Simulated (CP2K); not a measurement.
HfIn4SiO6:

```
Hf In Si O
1.0
     5.43134    0.00000    0.00000
    -2.71529    4.70390    0.00000
    -0.92829   -1.60769    7.40700
Hf In Si O
1 4 1 6
Cartesian
  3.7071 0.9956 0.0000
  1.8857 0.9754 3.7035
  0.9916 2.5635 0.0000
  -0.8652 2.5638 3.7035
  4.6262 -0.6069 3.7035
  -1.7240 4.1315 0.0000
  -0.7767 -0.8564 6.4193
  2.1412 4.1970 0.9876
  2.0525 1.1367 6.4191
  1.8294 0.7504 0.9879
  -0.9973 2.7434 0.9876
  -1.0868 2.5884 6.4194
```

The cell was built by a generator and needn't be a form met in nature.

Base run:

* Program: CP2K 2026.2
* Functional: PBEsol
* Potentials or basis: POTENTIAL_UZH Hf GTH-PBE-q12, In GTH-PBE-q13, Si GTH-PBE-q4, O GTH-PBE-q6; TZVP-MOLOPT-PBE-GTH basis
* Density cutoff: 13606 eV
* k mesh: 6 × 6 × 4
* Occupations: fermi-dirac, width 0.05 eV
* Spin: no spin polarisation

Its results: band gap on the k mesh none (metal or under the smearing width); pressure -4.0 GPa; largest force 0.336 eV/Å.

The run is repeated on the same cell with these changes: functional from PBEsol to RPBE. What comes out?

Band gap on the k mesh none (metal or under the smearing width); pressure 1.8 GPa; largest force 0.250 eV/Å.

RPBE binds less tightly than PBEsol, so the same cell stands under more pressure.

Caveats: the potentials were made for another functional, which shifts forces and pressure; the basis of atomic orbitals isn't converged, which shifts pressures, moduli and gaps.

Not every run made on this cell is shown here.
